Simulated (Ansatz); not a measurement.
Runs of Ansatz 0.2.0 on ScSi2. The structure is hexagonal, space group P6/mmm (No. 191). The conventional cell has a = 3.660 Å, b = 3.660 Å, c = 3.870 Å, α = 90.00°, β = 90.00°, γ = 120.00°. Sc (site symmetry 6/mmm) has 12 Si at 2.87 Å as nearest neighbours. Si (site symmetry -6m2) is surrounded by 3 Si at 2.11 Å. 

```csv
task,level,potentials or basis,spin,cell,cutoff (eV),smearing,driver,gap on the mesh (eV),pressure (GPa),moment (μB),relaxed volume (Å³/atom)
single point,rPW86-PBE,Ansatz PAW polarizable,off,as given,420,cold 0.15 eV,-,none,(b),-,-
projected density of states,BPBE,JTH PAW LDA,"collinear, ferromagnetic start",as given,1350,fermi-dirac 0.05 eV,-,none,25.5,0.00,-
single point,PBE,Ansatz PAW earlier set,off,as given,920,fermi-dirac 0.05 eV,-,none,25.1,-,-
single point,PBE,Ansatz PAW earlier set,off,as given,610,fermi-dirac 0.05 eV,-,none,25.1,-,-
relaxation of cell and atoms,exchange-only PBE,JTH PAW,"collinear, ferromagnetic start",relaxed,1350,methfessel-paxton 0.01 eV,-,-,0.0,0.00,19.97
single point,PBE,Ansatz PAW,off,as given,420,fermi-dirac 0.05 eV,-,none,25.1,-,-
projected density of states,rPW86-PBE+D4,Ansatz PAW,off,as given,420,fermi-dirac 0.15 eV,-,none,22.0,-,-
relaxation of cell and atoms,BPBE,PseudoDojo stringent,"collinear, ferromagnetic start",relaxed,1061,methfessel-paxton 0.1 eV,chain,-,0.0,0.00,(a)
```

Alike in all rows: k mesh 8 × 8 × 7.

Problem. Estimate the missing entries.

Solution. (a) 17.04; (b) 27.0.

Caveats: the potentials were made for another functional, which shifts forces and pressure (some runs); so large a pressure means that the cell lies far from this level's equilibrium, or that cutoff or potentials fall short (some runs); the PAW data sets come from PBE, with cores solved anew for the run's functional, which leaves a small shift of forces and pressure (some runs); the density of states is complete only up to the lowest level of the last band computed (some runs); the volume moved by over 15 % at a fixed basis, so the end points are rough (some runs); the plane-wave basis is chosen anew once the cell has moved, so the energies of steps on either side of that aren't comparable (some runs); the volume moved by +33 % from the deposited cell, more than functionals usually miss (some runs).

A k mesh can miss the band edges.

A gap of «none» marks a metal or a gap under the smearing width.

Not every run made on this cell is shown here.
